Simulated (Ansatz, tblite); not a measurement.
# Zn6S5 wurtzite ring sphere (Zn₆S₅Cl₂): removing and adding an electron

What does removing or adding an electron cost or gain for Zn6S5 wurtzite ring sphere (Zn₆S₅Cl₂)? Each charged state is run at several levels.

The runs use Ansatz 0.2.0, Gaussian basis; as each input shows.

Levels to be run: charge +1 doublet, at the geometry of the singlet (PBE0-D4/def2-TZVP, PBE-D4/def2-TZVP, CAM-B3LYP-D4/def2-TZVP); charge -1 doublet, at the geometry of the singlet (PBE0-D4/def2-TZVP, PBE-D4/def2-TZVP, CAM-B3LYP-D4/def2-TZVP); the starting singlet's energies come from earlier runs.

**1. The geometry**

The geometry is that of the singlet, from an earlier relaxation (PBE-D4/def2-SVP).

13 atoms, charge 0, spin multiplicity 1.

Atoms are counted from 1 here; the program's logs count them from 0.

Bond lengths: Zn1–S2 2.379 Å, Zn1–S7 2.426 Å, Zn1–Cl12 2.130 Å, S2–Zn4 2.626 Å, S2–Zn5 2.380 Å, S2–Zn9 2.410 Å, S3–Zn4 2.235 Å, S3–Zn8 2.144 Å, Zn4–S6 2.235 Å, Zn5–S10 2.423 Å, Zn5–Cl13 2.129 Å, S6–Zn11 2.144 Å, S7–Zn8 2.247 Å, S7–Zn9 2.290 Å, Zn9–S10 2.291 Å, S10–Zn11 2.248 Å. Angles: S2–Zn1–S7 98.8°, S2–Zn1–Cl12 132.0°, S7–Zn1–Cl12 129.2°, Zn1–S2–Zn4 119.1°, Zn1–S2–Zn5 110.4°, Zn1–S2–Zn9 73.6°, Zn4–S2–Zn5 119.4°, Zn4–S2–Zn9 88.5°, Zn5–S2–Zn9 73.6°, Zn4–S3–Zn8 84.7°, S2–Zn4–S3 106.8°, S2–Zn4–S6 106.6°, S3–Zn4–S6 146.0°, S2–Zn5–S10 98.7°, S2–Zn5–Cl13 131.8°, S10–Zn5–Cl13 129.5°, Zn4–S6–Zn11 84.6°, Zn1–S7–Zn8 78.5° and more.

**2. Charge +1 doublet at the fixed geometry, PBE0-D4/def2-TZVP**

in.yaml reads:

```yaml
crystal:
  periodic: [false, false, false]
  atoms:
    - {symbol: Zn, position_ang: [0.703597, -2.081297, -1.153656]}
    - {symbol: S, position_ang: [-0.840900, -0.513856, -0.250657]}
    - {symbol: S, position_ang: [0.339303, -1.693941, 3.285891]}
    - {symbol: Zn, position_ang: [-0.812045, -0.033199, 2.330423]}
    - {symbol: Zn, position_ang: [-1.179118, 1.285602, -1.771569]}
    - {symbol: S, position_ang: [-1.735755, 1.982702, 2.613148]}
    - {symbol: S, position_ang: [2.758065, -1.101248, -0.315669]}
    - {symbol: Zn, position_ang: [1.639862, -1.497470, 1.592769]}
    - {symbol: Zn, position_ang: [1.269685, 0.635971, -0.423980]}
    - {symbol: S, position_ang: [0.599389, 2.746017, -1.012217]}
    - {symbol: Zn, position_ang: [-0.619606, 2.517887, 0.862246]}
    - {symbol: Cl, position_ang: [0.436799, -3.798526, -2.385728]}
    - {symbol: Cl, position_ang: [-2.559276, 1.551357, -3.371012]}
basis:
  gaussian: {orbitals: def2-TZVP, fitting: {mean_field: def2-universal-jkfit}}
total_charge: 1
magnetization: {spin_polarized: true, initial_magnetization: 1}
hamiltonian: {xc: pbe0, dispersion: d4}
scf: {omitted_lower_state_checks: [starts]}
output: {orbitals: {seedname: orbitals}}
```

Launch:

```
ansatz run in.yaml --threads 2 --pin off --events-out ev --progress --plain --max-ram 32768MiB --backend cuda --devices 0, --max-vram 18GiB
```

The program printed:

```text
Functional definition: PBE0
  name "PBE0"
  cite "Adamo & Barone, J. Chem. Phys. 110, 6158 (1999) doi:10.1063/1.478522"
  cite "Perdew, Burke & Ernzerhof, Phys. Rev. Lett. 77, 3865 (1996) doi:10.1103/PhysRevLett.77.3865"
  parent pbe
  parameter a = 0.25
  parameter kappa = 0.804
  parameter beta = 0.06672455060314922
  exchange = (1 - a)*pbe_x(kappa = kappa, mu = beta*pi^2/3) + a*exact_x
  correlation = pbe_c(beta = beta)
these checks for a lower state are left out or cut short: starts
2480 factors; integrals over basis functions are off by at most 3.1e-1 eV
mean field evaluation 1: about -369668.8860 eV, gradient 6.9e1 eV
mean field evaluation 2: about -369633.5159 eV, gradient 1.4e2 eV
mean field evaluation 4: about -369678.1231 eV, gradient 2.1e1 eV
mean field evaluation 8: about -369682.1918 eV, gradient 2.7e0 eV
mean field evaluation 16: about -369682.2545 eV, gradient 3.4e-2 eV
mean field evaluation 32: about -369682.2546 eV, gradient 7.5e-5 eV
mean field -369682.25458384 eV, -13585.5722763241 hartree, gradient 1.9e-5 eV, S^2 0.765987; 0 other end points of the search recorded, 0 dependent functions left out
reference -369682.25463648 eV, -13585.5722782587 hartree; 147, 146 occupied and 400, 401 virtual orbitals, 2480 factors
Total energy: -369683.25441773 eV, -13585.6090195419 hartree
Checks for a lower state left out: starts
```

Run time: 24 s. Hardware: 1 × H100 (card shared with other runs) with 2 threads of AMD EPYC 7R13, shared host; peak host memory 1.2 GiB.

From the report: HOMO -11.24 eV, LUMO -10.32 eV (over both spins); ⟨S²⟩ 0.766 (pure: 0.75).

**3. Charge +1 doublet at the fixed geometry, PBE-D4/def2-TZVP**

start.molden holds the orbitals of an earlier run on this state, given as this run's starting guess.

in.yaml, as its differences from that of step 2:

```diff
@@ -17,6 +17,6 @@
 basis:
-  gaussian: {orbitals: def2-TZVP, fitting: {mean_field: def2-universal-jkfit}}
+  gaussian: {orbitals: def2-TZVP, fitting: {mean_field: def2-universal-jkfit}, initial_orbitals: start.molden}
 total_charge: 1
 magnetization: {spin_polarized: true, initial_magnetization: 1}
-hamiltonian: {xc: pbe0, dispersion: d4}
+hamiltonian: {xc: pbe, dispersion: d4}
 scf: {omitted_lower_state_checks: [starts]}
```

Launched as before.

The program printed:

```text
Functional definition: PBE
  name "PBE"
  cite "Perdew, Burke & Ernzerhof, Phys. Rev. Lett. 77, 3865 (1996) doi:10.1103/PhysRevLett.77.3865"
  parent pbe
  parameter kappa = 0.804
  parameter beta = 0.06672455060314922
  exchange = pbe_x(kappa = kappa, mu = beta*pi^2/3)
  correlation = pbe_c(beta = beta)
these checks for a lower state are left out or cut short: starts
2480 factors; integrals over basis functions are off by at most 3.1e-1 eV
mean field evaluation 1: about -369672.4745 eV, gradient 1.9e1 eV
mean field evaluation 2: about -369673.1706 eV, gradient 8.5e-1 eV
mean field evaluation 4: about -369673.2204 eV, gradient 7.1e-1 eV
mean field evaluation 8: about -369673.2857 eV, gradient 9.2e-2 eV
mean field evaluation 16: about -369673.2858 eV, gradient 2.7e-3 eV
mean field -369673.28583256 eV, -13585.2426807939 hartree, gradient 4.5e-6 eV, S^2 0.753392; 0 other end points of the search recorded, 0 dependent functions left out
reference -369673.28590215 eV, -13585.2426833510 hartree; 147, 146 occupied and 400, 401 virtual orbitals, 2480 factors
Total energy: -369674.40253673 eV, -13585.2837189151 hartree
Checks for a lower state left out: starts
```

Wall time 15 s (1 × H100 (card shared with other runs) with 2 threads of AMD EPYC 7R13, shared host); peak host memory 1.2 GiB.

HOMO -10.31 eV, LUMO -10.35 eV (over both spins; with the spin held, an empty level of the minority spin lies below the top filled one); ⟨S²⟩ 0.753 (pure: 0.75).

**4. Charge +1 doublet at the fixed geometry, CAM-B3LYP-D4/def2-TZVP**

in.yaml, as its differences from that of step 3:

```diff
@@ -20,3 +20,3 @@
 magnetization: {spin_polarized: true, initial_magnetization: 1}
-hamiltonian: {xc: pbe, dispersion: d4}
+hamiltonian: {xc: {name: CAM-B3LYP}, dispersion: d4}
 scf: {omitted_lower_state_checks: [starts]}
```

Same command.

The program printed, shortened:

```text
Functional definition: CAM-B3LYP
  name "CAM-B3LYP"
  cite "Yanai, Tew & Handy, Chem. Phys. Lett. 393, 51 (2004) doi:10.1016/j.cplett.2004.06.011"
  cite "Iikura, Tsuneda, Yanai & Hirao, J. Chem. Phys. 115, 3540 (2001) doi:10.1063/1.1383587"
  cite "Becke, Phys. Rev. A 38, 3098 (1988) doi:10.1103/PhysRevA.38.3098"
  cite "Lee, Yang & Parr, Phys. Rev. B 37, 785 (1988) doi:10.1103/PhysRevB.37.785"
  cite "Vosko, Wilk & Nusair, Can. J. Phys. 58, 1200 (1980) doi:10.1139/p80-159"
[...]
  # Exact exchange under (alpha + beta erf(omega r))/r, Becke's under what is left of 1/r.
[...]
2480 factors; integrals over basis functions are off by at most 3.1e-1 eV
2480 factors; integrals over basis functions are off by at most 4.1e-6 eV
[...]
mean field -369769.10710732 eV, -13588.7640476913 hartree, gradient 6.3e-6 eV, S^2 0.771500; 0 other end points of the search recorded, 0 dependent functions left out
reference -369769.10730570 eV, -13588.7640549814 hartree; 147, 146 occupied and 400, 401 virtual orbitals, 2480 factors
Total energy: -369770.18662426 eV, -13588.8037192071 hartree
Checks for a lower state left out: starts
```

It took 40 s on 1 × H100 (card shared with other runs) with 2 threads of AMD EPYC 7R13, shared host; peak host memory 1.2 GiB.

Report: HOMO -12.26 eV, LUMO -9.60 eV (over both spins); ⟨S²⟩ 0.771 (pure: 0.75).

**5. Vertical ionisation energy**

Charged state less starting state, singlet to doublet; the starting state's energies are those of its earlier runs.

```csv
level,vertical ionisation energy (eV),time
PBE-D4/def2-TZVP,+8.48,26 s
PBE0-D4/def2-TZVP,+8.93,32 s
CAM-B3LYP-D4/def2-TZVP,+9.17,59 s
```

Times add the two runs; a level without a time comes out of a correlated run.

Beside −ε(HOMO) of the starting state:

```csv
level,−ε(HOMO) (eV),by difference (eV),mismatch (eV)
PBE-D4/def2-TZVP,6.40,8.48,-2.08
PBE0-D4/def2-TZVP,7.50,8.93,-1.43
CAM-B3LYP-D4/def2-TZVP,8.72,9.17,-0.45
```

**6. Charge -1 doublet at the fixed geometry, PBE0-D4/def2-TZVP**

in.yaml, as its differences from that of step 4:

```diff
@@ -17,6 +17,6 @@
 basis:
-  gaussian: {orbitals: def2-TZVP, fitting: {mean_field: def2-universal-jkfit}, initial_orbitals: start.molden}
-total_charge: 1
+  gaussian: {orbitals: def2-TZVP, fitting: {mean_field: def2-universal-jkfit}}
+total_charge: -1
 magnetization: {spin_polarized: true, initial_magnetization: 1}
-hamiltonian: {xc: {name: CAM-B3LYP}, dispersion: d4}
+hamiltonian: {xc: pbe0, dispersion: d4}
 scf: {omitted_lower_state_checks: [starts]}
```

Launched as before.

The program printed, shortened:

```text
Functional definition: PBE0
  name "PBE0"
  cite "Adamo & Barone, J. Chem. Phys. 110, 6158 (1999) doi:10.1063/1.478522"
  cite "Perdew, Burke & Ernzerhof, Phys. Rev. Lett. 77, 3865 (1996) doi:10.1103/PhysRevLett.77.3865"
  parent pbe
[...]
2480 factors; integrals over basis functions are off by at most 3.1e-1 eV
[...]
mean field -369692.92787094 eV, -13585.9645123902 hartree, gradient 2.0e-6 eV, S^2 0.752219; 0 other end points of the search recorded, 0 dependent functions left out
reference -369692.92792090 eV, -13585.9645142262 hartree; 148, 147 occupied and 399, 400 virtual orbitals, 2480 factors
Total energy: -369693.96553428 eV, -13586.0026458149 hartree
Checks for a lower state left out: starts
```

Run time: 23 s. Hardware: 1 × H100 (card shared with other runs) with 2 threads of AMD EPYC 7R13, shared host; peak host memory 1.2 GiB.

HOMO -0.47 eV, LUMO 0.79 eV (over both spins); ⟨S²⟩ 0.752 (pure: 0.75).

**7. Charge -1 doublet at the fixed geometry, PBE-D4/def2-TZVP**

in.yaml, as its differences from that of step 6:

```diff
@@ -17,6 +17,6 @@
 basis:
-  gaussian: {orbitals: def2-TZVP, fitting: {mean_field: def2-universal-jkfit}}
+  gaussian: {orbitals: def2-TZVP, fitting: {mean_field: def2-universal-jkfit}, initial_orbitals: start.molden}
 total_charge: -1
 magnetization: {spin_polarized: true, initial_magnetization: 1}
-hamiltonian: {xc: pbe0, dispersion: d4}
+hamiltonian: {xc: pbe, dispersion: d4}
 scf: {omitted_lower_state_checks: [starts]}
```

Launched as before.

The program printed:

```text
Functional definition: PBE
  name "PBE"
  cite "Perdew, Burke & Ernzerhof, Phys. Rev. Lett. 77, 3865 (1996) doi:10.1103/PhysRevLett.77.3865"
  parent pbe
  parameter kappa = 0.804
  parameter beta = 0.06672455060314922
  exchange = pbe_x(kappa = kappa, mu = beta*pi^2/3)
  correlation = pbe_c(beta = beta)
these checks for a lower state are left out or cut short: starts
2480 factors; integrals over basis functions are off by at most 3.1e-1 eV
mean field evaluation 1: about -369682.7627 eV, gradient 1.9e1 eV
mean field evaluation 2: about -369683.4450 eV, gradient 8.3e-1 eV
mean field evaluation 4: about -369683.5245 eV, gradient 6.5e-2 eV
mean field evaluation 8: about -369683.5299 eV, gradient 1.8e-3 eV
mean field evaluation 16: about -369683.5299 eV, gradient 8.0e-6 eV
mean field -369683.52987612 eV, -13585.6191424509 hartree, gradient 6.0e-6 eV, S^2 0.752522; 0 other end points of the search recorded, 0 dependent functions left out
reference -369683.52994160 eV, -13585.6191448574 hartree; 148, 147 occupied and 399, 400 virtual orbitals, 2480 factors
Total energy: -369684.68807190 eV, -13585.6617053606 hartree
Checks for a lower state left out: starts
```

Wall time 15 s (1 × H100 (card shared with other runs) with 2 threads of AMD EPYC 7R13, shared host); peak host memory 1.2 GiB.

HOMO -0.06 eV, LUMO 0.03 eV (over both spins); ⟨S²⟩ 0.753 (pure: 0.75).

**8. Charge -1 doublet at the fixed geometry, CAM-B3LYP-D4/def2-TZVP**

in.yaml, as its differences from that of step 7:

```diff
@@ -20,3 +20,3 @@
 magnetization: {spin_polarized: true, initial_magnetization: 1}
-hamiltonian: {xc: pbe, dispersion: d4}
+hamiltonian: {xc: {name: CAM-B3LYP}, dispersion: d4}
 scf: {omitted_lower_state_checks: [starts]}
```

Launched as before.

The program printed, shortened:

```text
Functional definition: CAM-B3LYP
  name "CAM-B3LYP"
  cite "Yanai, Tew & Handy, Chem. Phys. Lett. 393, 51 (2004) doi:10.1016/j.cplett.2004.06.011"
  cite "Iikura, Tsuneda, Yanai & Hirao, J. Chem. Phys. 115, 3540 (2001) doi:10.1063/1.1383587"
  cite "Becke, Phys. Rev. A 38, 3098 (1988) doi:10.1103/PhysRevA.38.3098"
  cite "Lee, Yang & Parr, Phys. Rev. B 37, 785 (1988) doi:10.1103/PhysRevB.37.785"
  cite "Vosko, Wilk & Nusair, Can. J. Phys. 58, 1200 (1980) doi:10.1139/p80-159"
[...]
  # Exact exchange under (alpha + beta erf(omega r))/r, Becke's under what is left of 1/r.
[...]
2480 factors; integrals over basis functions are off by at most 3.1e-1 eV
2480 factors; integrals over basis functions are off by at most 4.1e-6 eV
[...]
mean field -369779.91905021 eV, -13589.1613792638 hartree, gradient 1.5e-5 eV, S^2 0.752079; 0 other end points of the search recorded, 0 dependent functions left out
reference -369779.91923901 eV, -13589.1613862021 hartree; 148, 147 occupied and 399, 400 virtual orbitals, 2480 factors
Total energy: -369781.03951968 eV, -13589.2025557573 hartree
Checks for a lower state left out: starts
```

It took 23 s on 1 × H100 (card shared with other runs) with 2 threads of AMD EPYC 7R13, shared host; peak host memory 1.1 GiB.

Report: HOMO -1.28 eV, LUMO 1.63 eV (over both spins); ⟨S²⟩ 0.752 (pure: 0.75).

**9. Vertical electron affinity**

Starting state less charged state (positive: the electron is bound), singlet to doublet; the starting state's energies are those of its earlier runs.

```csv
level,vertical electron affinity (eV),time
PBE-D4/def2-TZVP,+1.80,26 s
PBE0-D4/def2-TZVP,+1.78,32 s
CAM-B3LYP-D4/def2-TZVP,+1.68,42 s
```

Times add the two runs; a level without a time comes out of a correlated run.

Beside −ε(LUMO) of the starting state:

```csv
level,−ε(LUMO) (eV),by difference (eV),mismatch (eV)
PBE-D4/def2-TZVP,3.58,1.80,+1.78
PBE0-D4/def2-TZVP,2.99,1.78,+1.21
CAM-B3LYP-D4/def2-TZVP,2.03,1.68,+0.35
```

**10. Results**

| quantity | value |
| --- | --- |
| vertical ionisation energy, functionals in def2-TZVP | 8.48 (PBE-D4) to 9.17 eV (CAM-B3LYP-D4) |
| vertical electron affinity, functionals in def2-TZVP | 1.68 (CAM-B3LYP-D4) to 1.80 eV (PBE-D4) |

In words: The vertical ionisation energy spans 8.48 to 9.17 eV over the functionals. −ε(HOMO) misses the level's own difference by -0.45 eV at best (CAM-B3LYP-D4) and -2.08 eV at worst (PBE-D4). The vertical electron affinity spans 1.68 to 1.80 eV over the functionals. −ε(LUMO) misses the level's own difference by +0.35 eV at best (CAM-B3LYP-D4) and +1.78 eV at worst (PBE-D4).
